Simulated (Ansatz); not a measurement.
# Sr4CaCl10: the cost of one run

Computed with Ansatz 0.2.0 (DFT LDA, scalar-relativistic, plane waves, PAW, unless a step's input says otherwise).

## 1. The starting structure

Symmetry: Immm, No. 71, orthorhombic system. The conventional cell has a = 4.916 Å, b = 6.947 Å, c = 24.499 Å, α = 90.00°, β = 90.00°, γ = 90.00°. Sr (site symmetry mm2) is surrounded by 8 Cl at 3.00 to 3.03 Å. Sr (site symmetry mm2) has 8 Cl at 3.01 to 3.04 Å as nearest neighbours. Around Ca (site symmetry mmm) lie 8 Cl at 2.92 to 2.97 Å. Around Cl (site symmetry m) lie 1 Ca at 2.92 Å and 3 Sr at 3.03 Å. Cl (site symmetry m) is surrounded by 4 Sr at 3.01 to 3.04 Å. Cl (site symmetry m2m) has 2 Ca at 2.97 Å and 2 Sr at 3.00 Å as nearest neighbours.

Coordinates:

```xyz
15
Lattice="4.9158 0.0000 0.0000 0.0000 -6.9470 0.0000 -2.4579 3.4735 -12.2494" Properties=species:S:1:pos:R:3 pbc="T T T"
Sr    2.4579   -3.4735   -9.8504
Sr    0.0000    0.0000   -7.3791
Sr    2.4579   -3.4735   -4.8702
Sr    0.0000    0.0000   -2.3989
Ca    2.4579   -3.4735    0.0000
Cl    2.4579   -1.7641   -2.3669
Cl    2.4579   -1.7456   -7.3670
Cl    0.0000   -5.2191   -4.8824
Cl    0.0000   -5.1378    0.0000
Cl    0.0000    1.7094   -9.8825
Cl    2.4579   -5.1829   -2.3669
Cl    2.4579    1.7456   -7.3670
Cl    0.0000   -1.7278   -4.8824
Cl    0.0000   -1.8091    0.0000
Cl    0.0000   -1.7094   -9.8825
```

The structure comes from the Materials Project (structure only).

## 2. Ground state at the listed geometry

The input, input.yaml:

```yaml
crystal:
  lattice:
    - [4.9158266106, 0.0, 0.0]
    - [0.0, -6.9469597008, 0.0]
    - [-2.4579133053, 3.4734798504, -12.2493642451]
  atoms:
    - { symbol: Sr, position: [0.90207934, 0.90207934, 0.80415868] }
    - { symbol: Sr, position: [0.30120403, 0.30120403, 0.60240806] }
    - { symbol: Sr, position: [0.69879597, 0.69879597, 0.39759194] }
    - { symbol: Sr, position: [0.09792066, 0.09792066, 0.19584132] }
    - { symbol: Ca, position: [0.5, 0.5, 0.0] }
    - { symbol: Cl, position: [0.59661318, 0.35055225, 0.19322637] }
    - { symbol: Cl, position: [0.80070877, 0.55199118, 0.60141754] }
    - { symbol: Cl, position: [0.19929123, 0.95057364, 0.39858246] }
    - { symbol: Cl, position: [0.0, 0.73957762, 0.0] }
    - { symbol: Cl, position: [0.40338681, 0.15732588, 0.80677362] }
    - { symbol: Cl, position: [0.59661319, 0.84267412, 0.19322638] }
    - { symbol: Cl, position: [0.80070877, 0.04942636, 0.60141754] }
    - { symbol: Cl, position: [0.19929123, 0.44800882, 0.39858246] }
    - { symbol: Cl, position: [0.0, 0.26042238, 0.0] }
    - { symbol: Cl, position: [0.40338682, 0.64944775, 0.80677363] }
basis:
  ecutwfc: 500
  fft_grid_basis: typed
kpoints:
  mp_grid: { grid: [6, 6, 6] }
hamiltonian:
  xc: lda
  pseudopotentials: { kind: paw }
scf:
  occupations: { method: gaussian, width: 0.05 }
output:
  forces: true
  stress: true
  eigenvalues: true
  bader: true
  write_density: true
  volumetric_format: npy
  elf: true
```

The run is started by

```console
$ ansatz run input.yaml --threads 4 --pin off --max-ram 8192MiB --backend cpu --events-out ev --progress --plain --runs-dir out
```

**Question.** How long does this run take on 4 threads of Arm Neoverse N1, shared host, and how much memory does it need?

About 1.7 min, with a peak of 1.9 GiB.
